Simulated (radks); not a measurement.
**Valence configurations of Ar⁺**

An exercise on one series of results from a longer session: the logs are not shown, and one member is left open.

The numbers are computed with radks (a radial shooting solver on a logarithmic mesh, Libxc functionals) version 1 (Dirac Kohn-Sham, PBE, spin-unpolarised, spherical densities, finite nucleus; open shells fill j = l - 1/2 first), except any that are marked as measured or tabulated.

## The system

- element: argon (Z = 18)
- charge: +1
- electrons: 17
- configuration: [Ne] 3s2 3p5
- nuclear rms radius: 3.4274 fm
- others tried: 3s1 3p6; 3s1.5 3p5.5

The first run:

Input:

```text
Z 18
configuration [Ne] 3s2 3p5
relativity Dirac
functional pbe,pbe
spin unpolarised
j_filling energy
nucleus finite rms 3.4274 fm
c 137.035999084
```

Run with:

```bash
> python run_ks.py task.json out
```

The same process makes all the runs of this session.

Steps of the session up to this table: [Ne] 3s2 3p5.

One table of the session follows, with a row left open; its other results are not shown here.

It belongs to the step «[Ne] 3s2 3p5». Radial moments (bohr):

| level | <r> | outermost maximum (interpolated) | 90 % within | nodes |
| --- | --- | --- | --- | --- |
| 1s1/2 | ? | ? | ? | ? |
| 2s1/2 | 0.4138 | 0.339 | 0.646 | 1 |
| 2p1/2 | 0.3749 | 0.280 | 0.621 | 0 |
| 2p3/2 | 0.3773 | 0.281 | 0.625 | 0 |
| 3s1/2 | 1.368 | 1.16 | 2.06 | 2 |
| 3p1/2 | 1.548 | 1.26 | 2.41 | 1 |
| 3p3/2 | 1.556 | 1.26 | 2.42 | 1 |

Estimate the missing values for 1s1/2.

**Answer.** <r>: 0.08573; outermost maximum (interpolated): 0.0561; 90 % within: 0.153; nodes: 0. In the column «<r>» it is the lowest.
